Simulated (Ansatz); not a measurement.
# Cl2GaH3O: the cost of one run

Program: Ansatz 0.2.0. Level of theory: RKS BLYP/def2-SVP. These are calculated values, not measurements.

**1. The structure to begin with**

Bond lengths: Ga1–Cl2 2.590 Å, Ga1–H3 1.570 Å, Ga1–Cl4 2.240 Å, Ga1–O5 2.090 Å, O5–H6 1.010 Å. Angles: Cl2–Ga1–H3 120.0°, Cl2–Ga1–Cl4 120.0°, Cl2–Ga1–O5 71.6°, H3–Ga1–Cl4 120.0°, H3–Ga1–O5 105.6°, Cl4–Ga1–O5 92.7°, Ga1–O5–H6 109.5°.

As a file:

```xyz
7

Ga    0.0000    0.0000    0.0000
Cl    0.0000    0.0000    2.5900
H     1.3596    0.0000   -0.7850
Cl   -1.9398    0.0000   -1.1200
O    -0.2677   -1.9652    0.6590
H    -0.6711   -2.5179   -0.0838
H    -0.1912   -1.4038    1.8346
```

**2. Pulling towards end A**

Springs on the bonds that form and break draw the guess towards this end; the thresholds are loose.

input.yaml reads:

```yaml
crystal:
  periodic: [false, false, false]
  atoms:
    - { symbol: Ga, position_ang: [0.0, 0.0, 0.0] }
    - { symbol: Cl, position_ang: [0.0, 0.0, 2.59] }
    - { symbol: H, position_ang: [1.3596, 0.0, -0.785] }
    - { symbol: Cl, position_ang: [-1.9398, 0.0, -1.12] }
    - { symbol: O, position_ang: [-0.2677, -1.9652, 0.659] }
    - { symbol: H, position_ang: [-0.6711, -2.5179, -0.0838] }
    - { symbol: H, position_ang: [-0.1912, -1.4038, 1.8346] }
basis:
  gaussian: { orbitals: def2-SVP }
hamiltonian:
  xc: blyp
relax:
  f_tol: 0.15
  max_steps: 25
  restrain:
    - { distance: [0, 4], at: 2.99, k: 30.0 }
    - { distance: [6, 1], at: 2.57, k: 30.0 }
    - { distance: [0, 1], at: 2.24, k: 30.0 }
    - { distance: [6, 4], at: 1.01, k: 30.0 }
```

Command:

```sh
ansatz run input.yaml --threads 2 --pin off --max-ram 3072MiB --backend cpu --events-out ev --progress --plain --runs-dir out
```

**Question.** How long does this run take on 2 threads of Arm Neoverse V2, shared host, and how much memory does it need?

About 17 s, with a peak of 0.14 GiB.
